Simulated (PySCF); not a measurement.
# C3H5BN2Si: the cost of one run

Computed with PySCF 2.14.0, with density-fitted response routines of our own, on a single molecule in the gas phase. Atoms are numbered from 0 throughout.

### Step 1. The starting structure

12 atoms, charge 0, multiplicity 1; geometry from: GFN2-xTB. The atoms were then displaced at random by about 0.01 Å, so the start is not that level's minimum.

Bonds of the start (Å): N0–C1 1.14, C1–B2 1.52, B2–C3 1.57, C3–N4 1.12, B2–C5 1.52, C5–Si6 1.93, C5–H7 1.08, C5–H8 1.11, Si6–H9 1.46, Si6–H10 1.46, Si6–H11 1.47.

### Step 2. Geometry optimisation at PBE0-D3(BJ)/def2-SVP

Job settings and geometry (Å):

```
{"job": {"xc": "PBE0", "basis": "def2-SVP", "d3": "d3bj", "grid": 1, "shake": 0.01, "kind": "geom"}, "charge": 0, "multiplicity": 1}
N      1.209450     0.299790    -2.986180
C      1.107440     0.092840    -1.869490
B      0.961630    -0.217620    -0.392770
C      2.122020     0.256060     0.544640
N      2.907090     0.595720     1.260820
C     -0.277920    -0.904810     0.165010
Si    -1.541180     0.483990     0.592800
H     -0.755780    -1.559300    -0.551710
H     -0.111620    -1.454440     1.112040
H     -1.874600     1.226840    -0.615000
H     -0.987600     1.368340     1.614270
H     -2.719230    -0.215670     1.116540
```

Launch:

```
OMP_NUM_THREADS=1 python probes_run.py task.json out
```

One launch serves the whole session: the jobs run in the order shown.

**Question.** How long does this first job take on 1 thread of Arm Neoverse V2, shared host, and how much memory does it need?

About 34 s, with a peak of 0.53 GiB.
